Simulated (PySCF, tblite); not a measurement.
# C5H4F3O2 radical: geometry, infrared bands and EPR parameters

What infrared bands and EPR parameters should C5H4F3O2 radical (`C/C=[C]\C(=O)OC(F)(F)F`) show?

The runs use tblite 0.8.0 and PySCF 2.14.0, with density-fitted response routines of our own; the level of theory stands in each step. All values are computed, except where a source is named. Atoms count from 0, in the outputs and in this text.

### Step 1. Starting geometry

14 atoms, charge 0, multiplicity 2; geometry from: force field or distance geometry start.

Bonds of the start (Å): C0–C1 1.48, C1–C2 1.30, C2–C3 1.48, C3–O4 1.25, C3–O5 1.40, O5–C6 1.39, C6–F7 1.37, C6–F8 1.36, C6–F9 1.41, C0–H10 1.11, C0–H11 1.12, C0–H12 1.10, C1–H13 1.10.

### Step 2. Relaxing the molecule with GFN2-xTB

The job: settings as JSON, then the geometry in Å.

```
{"job": {"kind": "relax", "xc": "GFN2-xTB", "basis": "xTB"}, "charge": 0, "multiplicity": 2}
C      2.459100     0.196600    -0.189100
C      1.905100    -0.784500     0.768900
C      0.644600    -0.922900     1.073800
C     -0.447200    -0.115600     0.490500
O     -0.246100     0.790200    -0.347800
O     -1.739300    -0.414800     0.935300
C     -2.882800     0.245600     0.498100
F     -3.018500     0.094800    -0.856400
F     -2.978400     1.550000     0.880300
F     -3.960800    -0.457600     1.068100
H      2.150300     1.227300     0.080000
H      1.950500    -0.014200    -1.168400
H      3.543100     0.050500    -0.247800
H      2.619700    -1.445900     1.272300
```

On the command line:

```bash
OMP_NUM_THREADS=1 python probes_run.py task.json out
```

One launch serves the whole session: the jobs run in the order shown.

The log of the run:

```text
step      E/eV     max force
  0    -951.22074    3.602
  1    -951.51849    3.292
  2    -951.66491    0.863
  3    -951.69827    0.603
  4    -951.72500    0.390
  5    -951.73571    0.400
  6    -951.75449    0.310
  7    -951.76436    0.299
  8    -951.77565    0.225
  9    -951.78210    0.234
 10    -951.78720    0.200
 11    -951.79076    0.159
 12    -951.79325    0.130
 13    -951.79483    0.096
 14    -951.79623    0.100
 15    -951.79755    0.101
 16    -951.79879    0.119
 17    -951.80008    0.098
 18    -951.80164    0.122
 19    -951.80347    0.144
 20    -951.80533    0.129
 21    -951.80697    0.105
 22    -951.80831    0.088
 23    -951.80933    0.100
 24    -951.81009    0.076
 25    -951.81073    0.080
 26    -951.81152    0.096
 27    -951.81268    0.103
 28    -951.81435    0.109
 29    -951.81641    0.130
 30    -951.81874    0.128
 31    -951.82137    0.170
 32    -951.82443    0.200
 33    -951.82822    0.209
 34    -951.83318    0.226
 35    -951.83974    0.229
 36    -951.84736    0.298
 37    -951.81908    1.675
 38    -951.85604    0.214
 39    -951.86156    0.193
 40    -951.87210    1.111
 41    -951.88267    0.206
 42    -951.88893    0.200
 43    -951.88896    1.292
 44    -951.90313    0.201
 45    -951.90862    0.198
 46    -951.91538    1.105
 47    -951.92921    0.154
 48    -951.93637    0.194
 49    -951.93612    0.954
 50    -951.95366    0.253
 51    -951.95962    0.193
 52    -951.96193    0.617
 53    -951.97304    0.191
 54    -951.97785    0.172
 55    -951.98853    0.523
 56    -951.99900    0.261
 57    -952.01617    0.187
 58    -952.02326    0.319
 59    -952.02867    0.168
 60    -952.03304    0.228
 61    -952.03816    0.277
 62    -952.04049    0.249
 63    -952.04335    0.120
 64    -952.04538    0.086
 65    -952.04734    0.127
 66    -952.04930    0.128
 67    -952.05114    0.111
 68    -952.05295    0.111
 69    -952.05517    0.175
 70    -952.05782    0.154
 71    -952.06062    0.305
 72    -952.06351    0.149
 73    -952.06745    0.142
 74    -952.07430    0.235
 75    -952.08346    0.429
 76    -952.09461    0.589
 77    -952.11138    0.577
 78    -952.10510    0.664
 79    -952.13746    0.406
 80    -952.14439    0.231
 81    -952.15188    0.228
 82    -952.15930    0.276
 83    -952.16371    0.264
 84    -952.17387    0.206
 85    -952.17927    0.193
 86    -952.18258    0.190
 87    -952.18624    0.151
 88    -952.18999    0.202
 89    -952.19213    0.252
 90    -952.19397    0.189
 91    -952.19570    0.097
 92    -952.19663    0.117
 93    -952.19850    0.102
 94    -952.20031    0.090
 95    -952.20197    0.099
 96    -952.20314    0.085
 97    -952.20456    0.104
 98    -952.20592    0.108
 99    -952.20778    0.115
100    -952.20992    0.123
101    -952.21194    0.102
102    -952.21358    0.086
103    -952.21496    0.075
104    -952.21600    0.067
105    -952.21665    0.067
106    -952.21697    0.039
107    -952.21718    0.038
108    -952.21744    0.043
109    -952.21774    0.037
110    -952.21801    0.042
111    -952.21822    0.035
112    -952.21834    0.023
113    -952.21842    0.024
114    -952.21849    0.023
115    -952.21856    0.023
116    -952.21865    0.024
117    -952.21872    0.023
118    -952.21880    0.021
119    -952.21889    0.021
120    -952.21903    0.029
121    -952.21924    0.040
122    -952.21955    0.044
123    -952.21994    0.050
124    -952.22041    0.052
125    -952.22094    0.054
126    -952.22135    0.043
127    -952.22154    0.042
128    -952.22163    0.026
129    -952.22173    0.022
130    -952.22178    0.016
131    -952.22185    0.020
132    -952.22190    0.026
133    -952.22196    0.028
134    -952.22203    0.028
135    -952.22215    0.031
136    -952.22230    0.033
137    -952.22244    0.033
138    -952.22254    0.021
139    -952.22260    0.019
140    -952.22263    0.014
141    -952.22264    0.008
```

It took 1.3 s on 1 thread of Arm Neoverse N1, shared host; peak memory 0.18 GiB.

Step by step: (not every step is listed)

| step | energy from step 0 (eV) | largest force (eV/Å) |
| --- | --- | --- |
| 0 | 0.0000 | 3.6016 |
| 1 | -0.2978 | 3.2919 |
| 2 | -0.4442 | 0.8628 |
| 3 | -0.4775 | 0.6032 |
| 4 | -0.5043 | 0.3895 |
| 5 | -0.5150 | 0.3998 |
| 6 | -0.5338 | 0.3096 |
| 7 | -0.5436 | 0.2993 |
| 8 | -0.5549 | 0.2249 |
| 20 | -0.5846 | 0.1293 |
| 32 | -0.6037 | 0.1997 |
| 44 | -0.6824 | 0.2014 |
| 56 | -0.7783 | 0.2614 |
| 68 | -0.8322 | 0.1114 |
| 80 | -0.9237 | 0.2306 |
| 92 | -0.9759 | 0.1171 |
| 104 | -0.9953 | 0.0674 |
| 116 | -0.9979 | 0.0238 |
| 128 | -1.0009 | 0.0260 |
| 136 | -1.0016 | 0.0334 |
| 137 | -1.0017 | 0.0331 |
| 138 | -1.0018 | 0.0213 |
| 139 | -1.0019 | 0.0186 |
| 140 | -1.0019 | 0.0144 |
| 141 | -1.0019 | 0.0084 |

Close pairs (by a distance rule), those that changed most:

| bond | before (Å) | after (Å) | change (Å) |
| --- | --- | --- | --- |
| C2–C3 | 1.478 | 1.385 | -0.093 |
| C6–F9 | 1.408 | 1.333 | -0.074 |
| O5–C6 | 1.391 | 1.330 | -0.061 |
| C3–O4 | 1.250 | 1.204 | -0.047 |
| C0–H11 | 1.123 | 1.085 | -0.039 |
| C3–O5 | 1.399 | 1.434 | +0.035 |
| C6–F7 | 1.370 | 1.335 | -0.034 |
| C6–F8 | 1.363 | 1.335 | -0.028 |

The final coordinates are the input of the step that follows.

### Step 3. Harmonic vibrations with GFN2-xTB

The job: settings as JSON, then the geometry in Å.

```
{"job": {"kind": "ir", "xc": "GFN2-xTB", "basis": "xTB"}, "charge": 0, "multiplicity": 2}
C      2.756934    -0.332155    -0.361898
C      1.837799    -0.029992     0.788662
C      0.599757     0.296922     0.713669
C     -0.712499     0.714254     0.563516
O     -1.136950     1.834103     0.442036
O     -1.583220    -0.425048     0.576400
C     -2.890296    -0.214442     0.452183
F     -3.236467     0.364114    -0.700327
F     -3.413106     0.528210     1.430490
F     -3.510619    -1.393912     0.491306
H      3.605555     0.347732    -0.327803
H      2.240828    -0.221551    -1.309733
H      3.127883    -1.350388    -0.265056
H      2.313725    -0.118320     1.764413
```

The log of the run:

```text
mode    cm-1     km/mol
  1      34.8      0.74
  2      55.9      0.07
  3      80.5      0.83
  4      90.4      0.69
  5     112.0      0.86
  6     141.9      0.25
  7     179.0      0.22
  8     336.5      0.53
  9     356.7     26.34
 10     389.9      4.76
 11     435.7      9.30
 12     486.0      6.45
 13     546.2      3.16
 14     596.6     52.13
 15     614.7     51.62
 16     626.8      8.79
 17     719.4     14.55
 18     813.4    145.25
 19     871.3    100.55
 20     954.6    221.12
 21    1007.7      6.99
 22    1012.6     49.50
 23    1068.5    447.19
 24    1097.0    369.33
 25    1108.9    144.25
 26    1179.4    629.40
 27    1217.1     51.44
 28    1367.9      3.85
 29    1452.8     12.25
 30    1454.1     11.34
 31    1684.7    410.54
 32    1951.7     28.78
 33    2931.8      0.36
 34    3027.8      5.87
 35    3034.4      4.16
 36    3075.2      7.05
```

Run time: 0.64 s. Hardware: 1 thread of Arm Neoverse N1, shared host; peak memory 0.18 GiB.

The strongest bands and the atoms that carry them (share of the mass-weighted mode):

| cm⁻¹ | km/mol | atoms |
| --- | --- | --- |
| 813 | 145.2 | O5 52 %, F8 12 %, F7 11 % |
| 871 | 100.5 | C3 16 %, O5 14 %, F9 12 %, C0 12 % |
| 955 | 221.1 | O5 29 %, C3 19 %, C0 11 % |
| 1068 | 447.2 | C6 76 %, F7 12 %, F8 12 % |
| 1097 | 369.3 | C6 32 %, C1 16 %, C0 14 % |
| 1109 | 144.2 | C6 45 % |
| 1179 | 629.4 | C6 54 %, O5 20 %, H13 16 % |
| 1685 | 410.5 | C3 56 %, O4 37 % |

### Step 4. g tensor and hyperfine couplings: B3LYP/pcH-1

Same as in step 3 but for these lines:

```diff
@@ -1,2 +1,2 @@
-{"job": {"kind": "ir", "xc": "GFN2-xTB", "basis": "xTB"}, "charge": 0, "multiplicity": 2}
+{"job": {"kind": "epr", "basis": "pcH-1"}, "charge": 0, "multiplicity": 2}
 C      2.756934    -0.332155    -0.361898
```

Method: UKS B3LYP, pcH-1 on C F H O, non-relativistic, mean-field spin-orbit, GIAO.

The log of the run:

```text
UKS, coarse grid
  cycle   1  E = -642.54476902  |g| = 9.72e-01
  cycle   2  E = -641.64161807  |g| = 1.86e+00
  cycle   3  E = -642.80292060  |g| = 4.17e-01
  cycle   4  E = -642.86720658  |g| = 8.52e-02
  cycle   5  E = -642.86942497  |g| = 2.94e-02
  cycle   6  E = -642.86984228  |g| = 1.27e-02
  cycle   7  E = -642.86993948  |g| = 6.30e-03
  cycle   8  E = -642.86997456  |g| = 2.72e-03
  cycle   9  E = -642.86998387  |g| = 1.20e-03
  cycle  10  E = -642.86998550  |g| = 6.88e-04
UKS, final grid
  cycle   1  E = -642.87007983  |g| = 1.15e-03
  cycle   2  E = -642.87007814  |g| = 2.20e-03
  cycle   3  E = -642.87008057  |g| = 1.37e-04
  cycle   4  E = -642.87008059  |g| = 9.89e-05
  cycle   5  E = -642.87008061  |g| = 8.54e-05
  cycle   6  E = -642.87008062  |g| = 1.98e-05
E = -642.87008062 Eh   <S^2> = 0.7624 (exact 0.7500)
g shifts (ppm)      1          2          3
  rmc          -196       -196       -196
  gc              0         39         46
  oz_so         -95       1733       2898
  total        -291       1577       2748
hyperfine (MHz)  atom isotope    a_iso     a_fc   dipolar eigenvalues
    0   13C      66.66      66.66     -6.54     -5.79     12.33
    1   13C     -49.21     -49.21    -13.69      4.68      9.01
    2   13C      62.88      62.88    -68.57    -52.16    120.73
    3   13C     -48.96     -48.96     -5.44     -0.57      6.01
    4   17O     -18.97     -18.97    -84.67     41.52     43.15
    5   17O       1.09       1.09     -6.24      2.28      3.96
    6   13C      -1.05      -1.05     -0.48     -0.38      0.86
    7   19F       7.05       7.05     -5.76     -3.84      9.60
    8   19F       7.71       7.71     -5.97     -3.96      9.92
    9   19F      -1.50      -1.50     -1.22      0.07      1.16
   10    1H      -6.53      -6.53     -3.20     -1.67      4.88
   11    1H      -5.02      -5.02     -5.39     -1.04      6.43
   12    1H      -6.63      -6.63     -3.22     -1.71      4.93
   13    1H     148.70     148.70     -4.64     -2.84      7.48
```

Run time: 2.3 min. Hardware: 1 thread of Arm Neoverse N1, shared host; peak memory 0.97 GiB.

Principal g values 2.00203, 2.00390, 2.00507; g(iso) = 2.00366, against 2.00232 for a free electron.

Hyperfine couplings; where a row names several nuclei, a(iso) is their mean (it holds for fast rotation or exchange) and the dipolar term the largest among them:

| nuclei | isotope | a(iso) (MHz) | a(iso) (G, at g = 2.0023) | largest dipolar term (MHz) |
| --- | --- | --- | --- | --- |
| H13 | 1H | 148.7 | 53.1 | 7.5 |
| C0 | 13C | 66.7 | 23.8 | 12.3 |
| C2 | 13C | 62.9 | 22.4 | 120.7 |
| C1 | 13C | -49.2 | -17.6 | -13.7 |
| C3 | 13C | -49.0 | -17.5 | 6.0 |
| O4 | 17O | -19.0 | -6.8 | -84.7 |
| H10, H11, H12 | 1H | -6.1 | -2.2 | 6.4 |
| F7, F8, F9 | 19F | 4.4 | 1.6 | 9.9 |
| O5 | 17O | 1.1 | 0.4 | -6.2 |
| C6 | 13C | -1.1 | -0.4 | 0.9 |

Mulliken spin populations:

C0 0.06; C1 -0.14; C2 0.81; C3 -0.07; O4 0.27; O5 0.01; C6 0.00; F7 0.00; F8 0.00; F9 0.00; H10 0.00; H11 0.00; H12 0.00; H13 0.06

In first order the couplings over 0.8 MHz of 1H, 19F give 32 distinct lines over 64.3 G, if the averaged nuclei exchange fast; the same motion can average rows kept apart here too.

Orbitals, density, ELF and potential are computed afterwards from the orbital file.

ELF in a plane through or near 6 of the atoms.

Ten even steps from ' ' (0.00) to '@' (1.00):
```
                                                        
                                                        
                                                        
                                                        
                                                        
                ::::..  ..::            ....            
              ::****--::==++--::..    ::****==..        
              ::%%%%++++**##**==::    ==%%%%##++..      
              ..**==--##**####----::  ::%%++%%##--      
        ........++::::%%##**==::**##++::**####++::      
          ..::--**====%%%%##..::######--++==--..        
        ..==####++**++####++  ==##--##--==--..          
        ==@@@@@@##::::--==::  **%%%%++--%%####==..      
        ##@@@@@@%%..    ..    ==##**..==##++%%**::      
        **@@@@@@%%            ..--..  ++%%%%%%++..      
        ..**%%##--                    --****++::        
          ..--::..                    ::----::          
                                                        
                                                        
                                                        
```
The map spans 12.5 Å across and 8.0 Å up, centred on the molecule. Atoms in the plane (x, y in Å): C1 (-1.8, 0.5), C2 (-0.5, 0.5), O5 (1.6, -0.3), C6 (2.9, -0.3), F8 (3.5, 0.8), H12 (-3.2, -1.1).

log10 of the density (e/Å³) in the same plane.

Ten even steps from '0' (-4.0) to '9' (1.4):
```
0000000000000000000000000000
0000000000000000000000000000
0000000000000000000000000000
0000000112222221110000000000
0000001223333322221122210000
0000012344444443332344432000
0000123455555554443566643000
0001234567666665554678764100
0002344567777766665689864200
0012345668877766777678764200
0013455667777666787777654100
0013456666666556898777653100
0013467765555446777788754100
0013457764443345665689864100
0002355554322234444678754100
0001234443211112233566543000
0001223332100000112455432000
0000011211000000000233320000
0000000000000000000000000000
0000000000000000000000000000
```
The map spans 12.5 Å across and 8.0 Å up, centred on the molecule. Atoms in the plane (x, y in Å): C1 (-1.8, 0.5), C2 (-0.5, 0.5), O5 (1.6, -0.3), C6 (2.9, -0.3), F8 (3.5, 0.8), H12 (-3.2, -1.1).

On the surface of density 0.002 e/bohr³ the electrostatic potential runs, from the 1st to the 99th percentile, from -1.33 V near O4 to 1.55 V near H13.

The spin density lies nearest to C2 52 %; O4 21 %; C3 8 % (both signs).

### Step 5. Summary of results

| quantity | value |
| --- | --- |
| strongest single infrared mode (GFN2-xTB) | 1179 cm⁻¹, 629 km/mol |
| zero-point energy (GFN2-xTB) | 51.6 kcal/mol |
| g(iso) (B3LYP) | 2.00366 |
| ⟨S²⟩ | 0.762 (exact 0.75) |
| largest a(iso) (averaged by class) | 1H on H13, 148.7 MHz |
| potential on the surface of density 0.002 e/bohr³, 1st and 99th percentile | -1.33 V and 1.55 V |

**Reading.** The optimisation took 141 steps and gained 1.002 eV; among the close pairs (by a distance rule), C2–C3 changed most, from 1.478 to 1.385 Å. No mode is imaginary among the 36: a minimum at this level. The strongest single mode, at 1179 cm⁻¹, moves mainly C6. Unscaled tight-binding wavenumbers are off by several per cent, some by more. Its intensities can rank the bands wrongly. C2 carries the largest spin population, 0.81 e. The isotropic g lies 1.3 ppt above the free-electron value. The conformer search found further structures of the same energy, which may be mirror or relabelled copies of this one.
